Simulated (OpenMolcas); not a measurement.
# V³⁺ among point charges: CASSCF and CASPT2 levels and susceptibility

How does a field of 3 point charges split the states of V³⁺, and what χT follows?

The numbers are computed with OpenMolcas 26.06 (state-averaged CASSCF and CASPT2, spin-orbit coupling by RASSI with atomic mean-field integrals), except any that are marked as measured or tabulated.

### 1 What is computed

| Property | Result |
| --- | --- |
| Species | V³⁺ (vanadium, Z = 23, 20 electrons) |
| Basis | ANO-RCC-VDZP [5s4p2d1f], 34 functions |
| Scalar Hamiltonian | DKH2, point nucleus |
| Inactive shells | 1s 2s 2p 3s 3p |
| Active space | 2 electrons in 5 orbitals (3d) |
| Some configurations of this space | 3d2 |
| Orbitals | optimised for each spin and parity, averaged over all roots |

The outer shells:

3d2
```
3d [↑ ][↑ ][  ][  ][  ]
```

The ion sits among 3 point charges of -2.4 e arranged as a planar triangle (D3h), 1.87 Å from the ion.

The work runs as a chain of OpenMolcas steps in one folder; each step below is one input file. Labels, J, g values, rates, χT and fits are worked out afterwards by a script from the matrices that RASSI stores.

### 2 Basis and integrals

a.inp

```
&GATEWAY
Coord
1

V 0.0 0.0 0.0
Basis=ANO-RCC-VDZP
Group=NoSym
NoMove
AngMom=0.0 0.0 0.0
AMFI
XField
3 Angstrom 0
1.870000 0.000000 0.000000 -2.400000
-0.935000 1.619468 0.000000 -2.400000
-0.935000 -1.619468 0.000000 -2.400000
&SEWARD
```

Launch:

```sh
$ OMP_NUM_THREADS=1 MOLCAS_MEM=1689 MOLCAS_PROJECT=a pymolcas a.inp > a.log
```

The program printed:

```text
Basis set label: V.ANO-RCC...5S4P2D1F.

      Electronic valence basis set:
      ------------------
      Associated Effective Charge  23.000000 au
      Associated Actual Charge     23.000000 au
      Nuclear Model: Point charge

      Shell  nPrim  nBasis  Cartesian Spherical Contaminant
         s      21       5        X
         p      15       4        X
         d      10       2                 X
         f       6       1                 X
                  Relativistic Douglas-Kroll-Hess integrals:
                    - DKH order of Hamiltonian: 2
                    - DKH order of Properties : 0
                  Atomic mean-field integrals
```

### 3 Reference wave functions, triplets, 10 roots

a.inp

```
&RASSCF
FileOrb=start.orb
Symmetry=1
Spin=3
nActEl=2 0 0
Inactive=9
Ras2=5
CIRoot=10 10 1
SDav=10
CIMx=300
Iter=120 100
PrWF=0.3
OrbListing=Nothing
MaxOrb=0
>>> COPY $Project.JobIph JOB001
```

start.orb holds the contracted functions of the basis, ordered by shell, or the orbitals of the step before.

The program printed, shortened:

```text
[...]
      Number of active orbitals                  5
[...]
      Spin quantum number                      1.0
[...]
      Active orbitals                            5
[...]
      Number of CSFs                            10
      Number of root(s) required                10
[...]
      Convergence after 10 iterations
[...]
      Natural orbitals and occupation numbers for root  1
      sym 1:   0.082690   0.082690   0.917310   0.917310   0.000000
      Natural orbitals and occupation numbers for root  2
      sym 1:   0.082690   0.917310   0.917310   0.082690  -0.000000
      Natural orbitals and occupation numbers for root  3
      sym 1:   0.030428   0.969572  -0.000000   0.969572   0.030428
::    RASSCF root number  1 Total energy:   -952.53930197
::    RASSCF root number  2 Total energy:   -952.53930197
::    RASSCF root number  3 Total energy:   -952.53876824
[...]
::    RASSCF root number  7 Total energy:   -952.49064291
::    RASSCF root number  8 Total energy:   -952.44576626
::    RASSCF root number  9 Total energy:   -952.44576626
::    RASSCF root number 10 Total energy:   -952.36750271
```

### 4 Reference wave functions, singlets, 15 roots

a.inp

```
&RASSCF
FileOrb=start.orb
Symmetry=1
Spin=1
nActEl=2 0 0
Inactive=9
Ras2=5
CIRoot=15 15 1
SDav=15
CIMx=300
Iter=120 100
PrWF=0.3
OrbListing=Nothing
MaxOrb=0
>>> COPY $Project.JobIph JOB002
```

Launch:

```sh
$ OMP_NUM_THREADS=1 MOLCAS_MEM=1689 MOLCAS_PROJECT=a pymolcas a.inp > a.log
```

The program printed, shortened:

```text
[...]
      Number of active orbitals                  5
[...]
      Spin quantum number                      0.0
[...]
      Active orbitals                            5
[...]
      Number of CSFs                            15
      Number of root(s) required                15
[...]
      Convergence after  8 iterations
[...]
      Natural orbitals and occupation numbers for root  1
      sym 1:   0.035382   0.033671   0.033671   1.861895   0.035382
      Natural orbitals and occupation numbers for root  2
      sym 1:   0.020346   0.979654   0.020346   0.979654  -0.000000
      Natural orbitals and occupation numbers for root  3
      sym 1:   0.020346   0.020346   0.979654   0.979654  -0.000000
::    RASSCF root number  1 Total energy:   -952.49550446
::    RASSCF root number  2 Total energy:   -952.48390709
::    RASSCF root number  3 Total energy:   -952.48390709
[...]
::    RASSCF root number 12 Total energy:   -952.39566695
::    RASSCF root number 13 Total energy:   -952.33541493
::    RASSCF root number 14 Total energy:   -952.33541493
::    RASSCF root number 15 Total energy:   -952.25249327
```

### 5 RASSI: spin-orbit coupling between the states

a.inp

```
&RASSI
NrOfJobIphs=2 10 15
1 2 3 4 5 6 7 8 9 10
1 2 3 4 5 6 7 8 9 10 11 12 13 14 15
IphNames
JOB001
JOB002
EJob
SpinOrbit
DIPRint=1.0
SOCoupling=1000.0
Subsets=2
Property=9
'ANGMOM' 1 'ANGMOM' 2 'ANGMOM' 3 'MLTPL  1' 1 'MLTPL  1' 2 'MLTPL  1' 3
'AMFI' 1 'AMFI' 2 'AMFI' 3
SOProperty=3
'ANGMOM' 1 'ANGMOM' 2 'ANGMOM' 3
```

The program printed, shortened:

```text
SPIN-FREE ENERGIES:
  (Shifted by EMIN (a.u.) =       -952.5393019710)
 SF State       Relative EMIN(au)   Rel lowest level(eV)    D:o, cm**(-1)      L_eff
     1             0.0000000000        0.0000000000              0.0000         2.7
     2             0.0000000016        0.0000000432              0.0003         2.7
     3             0.0005337289        0.0145235031            117.1400         2.8
     4             0.0308265767        0.8388338839           6765.6515         3.0
     5             0.0308265874        0.8388341759           6765.6539         3.0
    11             0.0437975102        1.1917909668           9612.4424         3.2
     6             0.0486404968        1.3235753466          10675.3551         3.0
     7             0.0486590637        1.3240805774          10679.4301         3.0
    12             0.0553948834        1.5073715669          12157.7716         3.4
    13             0.0553948841        1.5073715882          12157.7718         3.4
[...]
Eigenvalues of complex Hamiltonian:
   -----------------------------------
  (Shifted by EMIN (a.u.) =       -952.5393019710)
 SO State       Relative EMIN(au)   Rel lowest level(eV)    D:o, cm**(-1)     J-value
     1            -0.0015508050        0.0000000000              0.0000         1.8
     2            -0.0008210656        0.0198572221            160.1593         2.2
     3            -0.0008210645        0.0198572503            160.1595         2.2
     4            -0.0004792801        0.0291576780            235.1725         2.7
     5             0.0004322945        0.0539628881            435.2400         2.6
     6             0.0004322945        0.0539628876            435.2400         2.6
     7             0.0013028290        0.0776513378            626.3003         3.5
     8             0.0013028296        0.0776513528            626.3004         3.5
     9             0.0015463225        0.0842771337            679.7409         3.7
    10             0.0298322641        0.8539768145           6887.7875         2.5
    11             0.0298322641        0.8539768146           6887.7875         2.5
[...]
```

These steps: 8.1 s of run time, 1 thread of Arm Neoverse N1, shared host.

Spin-free states, with their symmetry labels:

```tsv
state	degeneracy	E (cm-1)	free-ion L (%)
3E	2	0	F (80)
3A2	1	117	F (92)
3E	2	6766	F (100)
1A1	1	9612	G (61)
3A2	1	10675	F (100)
3A1	1	10679	F (100)
1E	2	12158	G (68)
1E	2	14070	D (77)
3E	2	20529	P (80)
1A1	1	22670	D (51)
1E	2	24187	G (77)
1E	2	25722	D (68)
1A1	1	31443	G (100)
1A2	1	31524	G (100)
3A2	1	37706	P (92)
1E	2	44748	G (100)
1A1	1	62947	S (86)
```

With spin-orbit coupling:

```csv
E (cm-1),Degeneracy,Label,2S+1,g
0.0,1,A1,3,
160.2,2,E,3,0.00 0.00 2.74
235.2,1,A2,3,
435.2,2,E,3,0.00 0.00 6.00
626.3,2,E,3,0.00 0.00 3.26
679.7,1,A1,3,
6888,2,E,3,0.00 0.00 0.03
7100,2,E,3,0.00 0.00 3.96
7314,2,,3,0.00 0.00 7.97
9961,1,A1,1,
10688,2,E,3,0.00 0.00 1.98
11023,1,A1,3,
11027,1,A2,3,
11337,2,E,3,0.00 0.00 9.97
12506,2,E,1,0.00 0.00 2.00
14428,2,E,1,0.00 0.00 3.99
20739,1,A1,3,
20757,1,A2,3,
20856,2,E,3,0.00 0.00 1.97
20978,2,E,3,0.00 0.00 5.97
23027,1,A1,1,
24538,2,E,1,0.00 0.00 3.96
26076,2,E,1,0.00 0.00 1.96
31785,1,A1,1,
```

Labels of spin-orbit levels are those of the rotation subgroup (D3 for D3h). Principal g values are given for doublets only; a zero marks a field direction without first-order Zeeman splitting.

Powder χT (cm³ K/mol): 0.00 at 2 K, 0.00 at 5 K, 0.01 at 10 K, 0.01 at 20 K, 0.04 at 50 K, 0.20 at 100 K, 0.38 at 150 K, 0.55 at 200 K, 0.70 at 250 K, 0.83 at 300 K.

Orbitals of the lowest block (energies include the constant potential of the surroundings):

```tsv
shell	space	energy (hartree)	mean occupation	⟨r²⟩ (bohr²)
1s	inactive	-202.1378	2.000	0.00589
2s	inactive	-23.4549	2.000	0.111
2p	inactive	-19.3610	6.000	0.0916
3s	inactive	-2.4522	2.000	1.03
3p	inactive	-1.2404	6.000	1.17
3d	RAS2		2.000	1.89
```

### 6 CASPT2: IPEA 0.25, imaginary shift 0.1 (closed shells correlated: 3s 3p)

a.inp

```
>>> COPY JOB001 $Project.JobIph
&CASPT2
Multistate=10 1 2 3 4 5 6 7 8 9 10
NoMult
Frozen=5
IPEA=0.25
Imaginary=0.1
MaxIter=60
WThr=0.0 0.3 0.05
PrWF=0.5
NoMix
>>> COPY JOB002 $Project.JobIph
&CASPT2
Multistate=15 1 2 3 4 5 6 7 8 9 10 11 12 13 14 15
NoMult
Frozen=5
IPEA=0.25
Imaginary=0.1
MaxIter=60
WThr=0.0 0.3 0.05
PrWF=0.5
NoMix
```

The program printed, shortened:

```text
[...]
      Active orbitals                            5
[...]
      E2 (Variational):          -0.2157596241
      Total energy:            -952.7550615951
[...]
::    CASPT2 Root  1     Total energy:   -952.75506160
::    CASPT2 Root  2     Total energy:   -952.75506126
[...]
::    CASPT2 Root 12     Total energy:   -952.61711082
::    CASPT2 Root 13     Total energy:   -952.55231999
::    CASPT2 Root 14     Total energy:   -952.55231719
::    CASPT2 Root 15     Total energy:   -952.49681470
```

This run: 3.9 s of run time, 1 thread of Arm Neoverse N1, shared host.

SS-CASPT2: lowest energy less the reference's lowest, -0.2158 hartree; reference weights 0.945 to 0.962.

Spin-free states, with their symmetry labels:

```tsv
state	degeneracy	E (cm-1)	free-ion L (%)
3E	2	0	F (80)
3A2	1	1138	F (92)
3E	2	7793	F (100)
1A1	1	8370	G (61)
1E	2	10382	G (68)
3A1	1	11414	F (100)
3A2	1	11454	F (100)
1E	2	12828	D (77)
3E	2	18976	P (80)
1A1	1	20571	D (51)
1E	2	22862	G (77)
1E	2	23957	D (68)
1A1	1	30243	G (100)
1A2	1	30277	G (100)
3A2	1	36912	P (92)
1E	2	44497	G (100)
1A1	1	56679	S (86)
```

With spin-orbit coupling:

```tsv
E (cm-1)	Degeneracy	Label	2S+1	g
0	1	A1	3	
88	1	A2	3	
140	2	E	3	0.00 0.00 2.06
290	2	E	3	0.00 0.00 6.00
1370	2	E	3	0.00 0.00 3.93
1410	1	A1	3	
7760	2	E	3	0.00 0.00 0.03
7980	2	E	3	0.00 0.00 3.96
8190	1	A2	3	
8190	1	A1	3	
8570	1	A1	1	
10590	2	E	1	0.00 0.00 1.99
11280	2	E	3	0.00 0.00 2.00
11620	1	A2	3	
11660	1	A1	3	
11950	2	E	3	0.00 0.00 9.96
13060	2	E	1	0.00 0.00 3.95
19030	1	A1	3	
19060	1	A2	3	
19160	2	E	3	0.00 0.00 1.97
19280	2	E	3	0.00 0.00 5.97
20790	1	A1	1	
23070	2	E	1	0.00 0.00 3.96
24170	2	E	1	0.00 0.00 1.96
```

Powder χT (cm³ K/mol): 0.01 at 2 K, 0.02 at 5 K, 0.03 at 10 K, 0.07 at 20 K, 0.20 at 50 K, 0.44 at 100 K, 0.60 at 150 K, 0.72 at 200 K, 0.81 at 250 K, 0.89 at 300 K.

### 7 The methods side by side

A. CASSCF
B. SS-CASPT2, IPEA 0.25, imaginary shift 0.1 (closed shells correlated: 3s 3p)

```tsv
method	ground state	first state of that spin (cm-1)	first gap with spin-orbit (cm-1)	χT at 300 K
A	3E	3A2 117.1	160.2	0.83
B	3E	3A2 1138	88.5	0.89
```

### 8 Results

| quantity | value |
| --- | --- |
| method | SS-CASPT2, IPEA 0.25, imaginary shift 0.1 (closed shells correlated: 3s 3p) |
| spin-free ground state | 3E, 2-fold in its orbital part |
| first state of the same spin within the active space | 3A2 at 1140 cm⁻¹ |
| lowest level | 1-fold A1 |
| next level | 88.5 cm⁻¹ |
| χT at 300 K | 0.89 cm³ K/mol |
| effective moment at 300 K | 2.66 μB |

Cost by method:

```tsv
method	time of its own steps	time with the reference
A. CASSCF	8.1 s	8.1 s
B. SS-CASPT2, IPEA 0.25, imaginary shift 0.1, +3s 3p	3.9 s	12 s
```

Times are of one thread on a shared host.

The spin-free ground state (3E) comes to 80 % from free-ion F terms and keeps the highest spin of the shell. χT at 300 K is 0.89, against 1.00 cm³ K/mol for the spin alone, so spin-orbit coupling lowers it. CASPT2 does not keep the components of a term degenerate, and the means are used. The field of point charges can differ much from that of real complexes. This is an electrostatic model: the charges have no orbitals.
